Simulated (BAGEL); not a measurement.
**C2H4F2Si (SMILES FC(F)=C[SiH3]): PBE0/cc-pVDZ (density fitting with qzvpp-jkfit)**

What is the energy change on altering one bond length of C2H4F2Si at PBE0/cc-pVDZ (density fitting with qzvpp-jkfit)? 

The calculation is run with BAGEL 1.2.2.

3 further runs of the same task are left out: 2 that didn't finish, 1 set aside as unsound or not needed.

### Step 1. The structure to begin with

C2H4F2Si has 9 atoms, charge 0, and is taken as a singlet. SMILES: `FC(F)=C[SiH3]`. The coordinates come from a GFN2-xTB relaxation.

Bond lengths: F1–C2 1.334 Å, C2–F3 1.330 Å, C2–C4 1.312 Å, C4–Si5 1.884 Å, C4–H6 1.078 Å, Si5–H7 1.458 Å, Si5–H8 1.464 Å, Si5–H9 1.464 Å. Some angles: F1–C2–F3 108.3°, F1–C2–C4 125.8°, F3–C2–C4 125.9°, C2–C4–Si5 124.1°, C2–C4–H6 115.9°, Si5–C4–H6 119.9°, C4–Si5–H7 109.7°, C4–Si5–H8 107.0°, C4–Si5–H9 106.9°, H7–Si5–H8 111.3°.

### Step 2. A single-point energy at PBE0/cc-pVDZ (density fitting with qzvpp-jkfit)

File job.json:

```json
{ "bagel": [

{
  "title": "molecule",
  "basis": "cc-pvdz.json",
  "df_basis": "qzvpp-jkfit",
  "angstrom": "true",
  "geometry": [
    { "atom": "F", "xyz": [       2.738230,       0.193230,       0.205380 ] },
    { "atom": "C", "xyz": [       1.473310,      -0.212490,       0.079970 ] },
    { "atom": "F", "xyz": [       1.469660,      -1.536390,      -0.047280 ] },
    { "atom": "C", "xyz": [       0.414840,       0.563250,       0.082810 ] },
    { "atom": "Si", "xyz": [      -1.353520,      -0.060240,      -0.098070 ] },
    { "atom": "H", "xyz": [       0.603700,       1.618460,       0.197220 ] },
    { "atom": "H", "xyz": [      -1.353190,      -1.513090,      -0.225470 ] },
    { "atom": "H", "xyz": [      -1.911780,       0.578080,      -1.291650 ] },
    { "atom": "H", "xyz": [      -2.081250,       0.369200,       1.097090 ] }
  ]
},

{
  "title": "ks",
  "xc_func": "pbe0"
},

{
  "title": "print",
  "file": "orbitals.molden",
  "orbitals": "true"
}

]}
```

The basis set cc-pVDZ is read from a file made from the Basis Set Exchange's data (not shown).

Run with:

```
$ BAGEL_NUM_THREADS=1 BAGEL job.json > job.out
```

What it wrote:

```text
* using 1 threads per process

  ===============================================================
  ===============================================================

  *** Geometry ***

  { "atom" : "F", "xyz" : [      5.174505,      0.365152,      0.388112 ] },
  { "atom" : "C", "xyz" : [      2.784152,     -0.401548,      0.151121 ] },
  { "atom" : "F", "xyz" : [      2.777255,     -2.903356,     -0.089346 ] },
  { "atom" : "C", "xyz" : [      0.783934,      1.064388,      0.156488 ] },
  { "atom" : "Si", "xyz" : [     -2.557782,     -0.113837,     -0.185325 ] },
  { "atom" : "H", "xyz" : [      1.140828,      3.058446,      0.372692 ] },
  { "atom" : "H", "xyz" : [     -2.557158,     -2.859326,     -0.426077 ] },
  { "atom" : "H", "xyz" : [     -3.612741,      1.092413,     -2.440865 ] },
  { "atom" : "H", "xyz" : [     -3.932992,      0.697687,      2.073200 ] },

  Number of auxiliary basis functions:      504

  Since a DF basis is specified, we compute 2- and 3-index integrals:
    o Being stored without compression. Storage requirement is 0.036 GB

  Number of basis functions:       94
  Number of electrons      :       48

    * METHOD: MOLECULE                             0.23

  *** Kohn-Sham DFT ***

    * Removing 16368 points whose weight is below 1.00e-10
    * Grid points: 117786

  === Nuclear Repulsion ===
   218.1589200964

       - DIIS with orbital gradients will be used.

  === KS iteration (pbe0 / cc-pvdz.json) ===
      0       -529.78730459          0.09939152           0.40
      1       -451.18368117          0.13480961           0.38
      2       -366.97531170          0.21487919           0.38
      3       -540.23288055          0.11905740           0.38
      4       -554.69898070          0.06452640           0.39
      5       -566.87401408          0.02483725           0.39
      6       -567.20869926          0.01425440           0.39
      7       -567.34157519          0.00555633           0.38
      8       -567.36233556          0.00214436           0.38
      9       -567.36581149          0.00055801           0.39
     10       -567.36604267          0.00017930           0.39
     11       -567.36606858          0.00002746           0.39
     12       -567.36606888          0.00001642           0.38
     13       -567.36606909          0.00000423           0.38
     14       -567.36606910          0.00000165           0.38
     15       -567.36606910          0.00000038           0.39
     16       -567.36606910          0.00000024           0.37
     17       -567.36606910          0.00000007           0.39
     18       -567.36606910          0.00000002           0.39
     19       -567.36606910          0.00000001           0.39
     20       -567.36606910          0.00000000           0.39
    * SCF iteration converged.

    * Permanent dipole moment:
           (    0.295237,    -0.248011,    -0.004008) a.u.

    * METHOD: KS                                   8.75

    * METHOD: PRINT                                0.01

  ===============================================================
```

It took 9.3 s on 1 thread of Arm Neoverse V2, shared host; peak memory 0.52 GiB.

### Step 3. The distorted shape at the same level

File input.json:

```json
{ "bagel": [

{
  "title": "molecule",
  "basis": "cc-pvdz.json",
  "df_basis": "qzvpp-jkfit",
  "angstrom": true,
  "geometry": [
    { "atom": "F", "xyz": [    2.587145,   -0.650920,    0.113854 ] },
    { "atom": "C", "xyz": [    1.322225,   -1.056640,   -0.011556 ] },
    { "atom": "F", "xyz": [    1.318575,   -2.380540,   -0.138806 ] },
    { "atom": "C", "xyz": [    0.263755,   -0.280900,   -0.008716 ] },
    { "atom": "Si", "xyz": [   -1.504605,   -0.904390,   -0.189596 ] },
    { "atom": "H", "xyz": [    0.603700,    1.618460,    0.197220 ] },
    { "atom": "H", "xyz": [   -1.504275,   -2.357240,   -0.316996 ] },
    { "atom": "H", "xyz": [   -2.062865,   -0.266070,   -1.383176 ] },
    { "atom": "H", "xyz": [   -2.232335,   -0.474950,    1.005564 ] }
  ]
},
{ "title": "ks", "xc_func": "pbe0" },
{ "title": "print", "file": "orbitals.molden", "orbitals": true }

]}
```

The basis set cc-pVDZ is read from a file made from the Basis Set Exchange's data (not shown).

Run with:

```
$ BAGEL_NUM_THREADS=1 BAGEL input.json > input.out
```

What it wrote:

```text
* using 1 threads per process

  ===============================================================
  ===============================================================

  *** Geometry ***

  { "atom" : "F", "xyz" : [      4.888995,     -1.230061,      0.215153 ] },
  { "atom" : "C", "xyz" : [      2.498643,     -1.996760,     -0.021838 ] },
  { "atom" : "F", "xyz" : [      2.491746,     -4.498569,     -0.262305 ] },
  { "atom" : "C", "xyz" : [      0.498425,     -0.530824,     -0.016471 ] },
  { "atom" : "Si", "xyz" : [     -2.843291,     -1.709049,     -0.358285 ] },
  { "atom" : "H", "xyz" : [      1.140828,      3.058446,      0.372692 ] },
  { "atom" : "H", "xyz" : [     -2.842668,     -4.454538,     -0.599036 ] },
  { "atom" : "H", "xyz" : [     -3.898250,     -0.502799,     -2.613824 ] },
  { "atom" : "H", "xyz" : [     -4.218502,     -0.897525,      1.900241 ] },

  Number of auxiliary basis functions:      504

  Since a DF basis is specified, we compute 2- and 3-index integrals:
    o Being stored without compression. Storage requirement is 0.036 GB

  Number of basis functions:       94
  Number of electrons      :       48

    * METHOD: MOLECULE                             0.23

  *** Kohn-Sham DFT ***

    * Removing 15607 points whose weight is below 1.00e-10
    * Grid points: 118547

  === Nuclear Repulsion ===
   215.1783463259

       - DIIS with orbital gradients will be used.

  === KS iteration (pbe0 / cc-pvdz.json) ===
      0       -529.90885456          0.09812837           0.42
      1       -451.81993606          0.12998858           0.40
      2       -367.80923322          0.20838513           0.40
      3       -538.70494522          0.11195327           0.40
      4       -556.93766588          0.06046153           0.40
      5       -565.23954779          0.04622171           0.40
      6       -566.61810555          0.02601628           0.40
      7       -566.78004124          0.02111760           0.40
      8       -567.17806700          0.00778583           0.39
      9       -567.22470000          0.00327626           0.40
     10       -567.23217173          0.00124996           0.40
     11       -567.23358789          0.00041256           0.41
     12       -567.23376442          0.00007112           0.40
     13       -567.23376720          0.00002959           0.40
     14       -567.23376784          0.00001182           0.40
     15       -567.23376797          0.00000291           0.39
     16       -567.23376798          0.00000074           0.40
     17       -567.23376798          0.00000031           0.40
     18       -567.23376798          0.00000009           0.39
     19       -567.23376798          0.00000005           0.40
     20       -567.23376798          0.00000002           0.40
     21       -567.23376798          0.00000001           0.39
    * SCF iteration converged.

    * Permanent dipole moment:
           (    0.360985,    -0.089913,     0.015582) a.u.

    * METHOD: KS                                   9.39

    * METHOD: PRINT                                0.01

  ===============================================================
```

Run time: 9.9 s. Hardware: 1 thread of Arm Neoverse V2, shared host; peak memory 0.52 GiB.

### Step 4. What came out

At PBE0/cc-pVDZ (density fitting with qzvpp-jkfit):

| quantity | value |
| --- | --- |
| first shape: total energy | -567.36607 Eh |
| first shape: dipole moment | 0.98 D |
| first shape: HOMO energy | -7.64 eV |
| first shape: LUMO energy | 0.28 eV |
| first shape: HOMO–LUMO gap | 7.92 eV |
| distorted shape: total energy | -567.23377 Eh |
| distorted shape: dipole moment | 0.95 D |
| distorted shape: HOMO energy | -7.75 eV |
| distorted shape: LUMO energy | -2.64 eV |
| distorted shape: HOMO–LUMO gap | 5.12 eV |
| energy change with the C4–H6 bond stretched from 1.078 to 1.941 Å | 3.600 eV |

In words: With the C4–H6 bond stretched from 1.078 to 1.941 Å the energy rises by 3.60 eV (83 kcal/mol). The first shape isn't relaxed at this level, so the change isn't measured from a minimum. A restricted reference can't describe the breaking bond well at this length.
